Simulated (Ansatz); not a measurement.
# CH5ClMoN2O: how energies converge with the basis set

The task here is to estimate one member of a computed series from the others.

Method: one geometry, several basis sets; program: Ansatz 0.2.0, Gaussian basis.

The runs, in order: PBE0-D4/def2-SVP; ωB97M-V/def2-SVP; PBE0-D4/def2-QZVPP; ωB97M-V/def2-QZVPP; the functionals' def2-TZVPP values are taken from earlier runs.

## Structure used throughout

An earlier PBE0-D4 in a triple-zeta def2 set relaxation fixed the geometry. Mo takes the def2 core potential; no spin-orbit term is included.

SMILES `C[O][Mo](=[NH])(=[NH])[Cl]`, 11 atoms, charge 0, spin multiplicity 1.

Atoms are counted from 1 here; the program's logs count them from 0.

Bond lengths: C1–O2 1.404 Å, C1–H7 1.094 Å, C1–H8 1.094 Å, C1–H9 1.093 Å, O2–Mo3 1.860 Å, Mo3–N4 1.719 Å, Mo3–N5 1.723 Å, Mo3–Cl6 2.286 Å, N4–H10 1.010 Å, N5–H11 1.012 Å. Angles: O2–C1–H7 109.5°, O2–C1–H8 111.6°, O2–C1–H9 108.7°, H7–C1–H8 109.3°, H7–C1–H9 108.7°, H8–C1–H9 109.0°, C1–O2–Mo3 133.8°, O2–Mo3–N4 108.7°, O2–Mo3–N5 108.3°, O2–Mo3–Cl6 113.1°, N4–Mo3–N5 109.8°, N4–Mo3–Cl6 108.6°, N5–Mo3–Cl6 108.2°, Mo3–N4–H10 157.1°, Mo3–N5–H11 150.7°.

Set-up of the first run:

File in.yaml:

```yaml
crystal:
  periodic: [false, false, false]
  atoms:
    - {symbol: C, position_ang: [-0.318152, -1.403203, 1.408997]}
    - {symbol: O, position_ang: [0.342347, -0.218452, 1.046738]}
    - {symbol: Mo, position_ang: [0.160806, 0.977257, -0.365808]}
    - {symbol: N, position_ang: [1.699926, 1.201143, -1.098588]}
    - {symbol: N, position_ang: [-0.937982, 0.302785, -1.509088]}
    - {symbol: Cl, position_ang: [-0.643173, 3.016741, 0.282276]}
    - {symbol: H, position_ang: [0.360499, -2.252418, 1.285643]}
    - {symbol: H, position_ang: [-1.214083, -1.565676, 0.802336]}
    - {symbol: H, position_ang: [-0.607618, -1.335332, 2.461247]}
    - {symbol: H, position_ang: [2.381939, 1.218982, -1.843491]}
    - {symbol: H, position_ang: [-1.159109, 0.001271, -2.449564]}
basis:
  gaussian: {orbitals: def2-SVP}
hamiltonian: {xc: pbe0, dispersion: d4}
output: {orbitals: {seedname: orbitals}}
```

Started as:

```
$ ansatz run in.yaml --threads 4 --pin off --events-out ev --progress --plain --max-ram 11315MiB
```

Steps of the session up to this table: PBE0-D4 in def2-SVP; ωB97M-V in def2-SVP; PBE0-D4 in def2-QZVPP; ωB97M-V in def2-QZVPP.

One table of the session follows, with a row left open; its other results are not shown here.

It belongs to the step «Functionals by basis». 

```
functional       basis  HOMO (eV)  LUMO (eV)
   PBE0-D4    def2-SVP      -7.79      -1.67
   PBE0-D4  def2-TZVPP      -7.87      -1.81
   PBE0-D4  def2-QZVPP          ?          ?
   ωB97M-V    def2-SVP     -10.01       0.41
   ωB97M-V  def2-TZVPP     -10.12       0.22
   ωB97M-V  def2-QZVPP     -10.15       0.16
```

Q: Estimate the row for PBE0-D4, def2-QZVPP from the others.

**Answer.** HOMO (eV): -7.90; LUMO (eV): -1.85. In the column «HOMO (eV)» it lies between ωB97M-V, def2-SVP (-10.01) and PBE0-D4, def2-TZVPP (-7.87).
